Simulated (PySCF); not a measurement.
# C8H5O3: the cost of one run

Programs: PySCF 2.14.0, with routines of our own; each step states its level. All values are computed. Atoms count from 0.

## 1. The system as given

16 atoms, charge 0, multiplicity 2; geometry from: GFN2-xTB.

## 2. Open-shell or spin-flip excitations: unrestricted TDA PBE0/def2-SVP

Job settings and geometry (Å):

```
{"job": {"kind": "uabs", "xc": "PBE0", "basis": "def2-SVP", "nstates": 10, "tda": true}, "charge": 0, "multiplicity": 2}
O     -3.238245    -2.562990    -0.265189
C     -2.433170    -1.728607    -0.146113
C     -1.519217    -0.763690    -0.009791
C     -1.901527     0.574800     0.356440
C     -0.948797     1.547886     0.485209
C      0.401760     1.282500     0.268034
C      0.793713    -0.017078    -0.085753
C      2.217297    -0.351621    -0.325623
O      2.630810    -1.456928    -0.573201
O      3.033018     0.709857    -0.243344
C     -0.130006    -1.027580    -0.222866
H     -2.945494     0.785014     0.524189
H     -1.253365     2.546261     0.761747
H      1.142150     2.056985     0.368679
H      3.947515     0.433104    -0.410203
H      0.195961    -2.018971    -0.493623
```

Level: unrestricted TDA PBE0/def2-SVP, vertical, gas phase, core orbitals frozen in the response.

The run is started by

```console
OMP_NUM_THREADS=1 python excited_run.py task.json out
```

This one command runs all jobs of the session in turn.

**Question.** How long does this first job take on 1 thread of Arm Neoverse V2, shared host, and how much memory does it need?

About 63 s, with a peak of 0.7 GiB.
